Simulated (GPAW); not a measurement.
Set up this calculation in GPAW 26.7.0, as an ASE script.

```yaml
Task: single point
Functional: PBE
Potentials_or_basis: GPAW PAW data sets (gpaw-data 1.2.1)
Cutoff: 800 eV
Basis: pw
k_mesh: 10 × 10 × 3
Occupations: gaussian, width 0.1 eV
Spin: no spin polarisation
Maxiter: 150
```

The structure of Zr2Zn2N3 lies in POSCAR:

```
Zr2Zn2N3
1.0
    3.2204070070      0.0000000000      0.0000000000
   -1.6102035035      2.7889542786      0.0000000000
    0.0000000000      0.0000000000     10.2785760000
Zr Zn N
2 2 3
Direct
    0.3333333333      0.6666666667      0.1350020000
    0.6666666667      0.3333333333      0.8649980000
    0.6666666667      0.3333333333      0.5921750000
    0.3333333333      0.6666666667      0.4078250000
    0.0000000000      0.0000000000      0.0000000000
    0.6666666667      0.3333333333      0.2518160000
    0.3333333333      0.6666666667      0.7481840000
```

The cell comes from a database or a generator and needn't be the stable form of this composition.

One way to write it, as run:

run.py

```python
from ase.dft.bandgap import bandgap
from ase.io import read, write
from ase.units import GPa
from gpaw import GPAW, PW

atoms = read('POSCAR')

calc = GPAW(mode=PW(800),
            xc='PBE',
            kpts={'size': (10, 10, 3), 'gamma': True},
            occupations={'name': 'methfessel-paxton', 'order': 0, 'width': 0.1},
            nbands=54,
            convergence={'density': 1e-05, 'energy': 1e-05},
            maxiter=150,
            txt='gpaw.txt')
atoms.calc = calc
energy = atoms.get_potential_energy()
forces = atoms.get_forces()
stress = atoms.get_stress()
calc.write('gs.gpw')
write('result.traj', atoms)
print(f'Energy: {energy:.6f} eV')
print('Forces (eV/A):')
print(forces.round(4))
print('Stress (GPa):', (stress / GPa).round(3))
print('Fermi level:', round(calc.get_fermi_level(), 4), 'eV')
print(f'Gap: {bandgap(calc)[0]:.4f} eV, direct: {bandgap(calc, direct=True)[0]:.4f} eV')
```

Potentials or basis: GPAW PAW data sets (gpaw-data 1.2.1), pw.

Run with:

```console
$ OMP_NUM_THREADS=1 python run.py
```

It gave:

```
Pressure               : -3.9 GPa
Largest force          : 0.257 eV/Å
Band gap on the k mesh : none (metal or under the smearing width)
```

Run time: 4.1 min on 1 thread of Arm Neoverse V2 (shared host), peak memory 0.41 GiB.
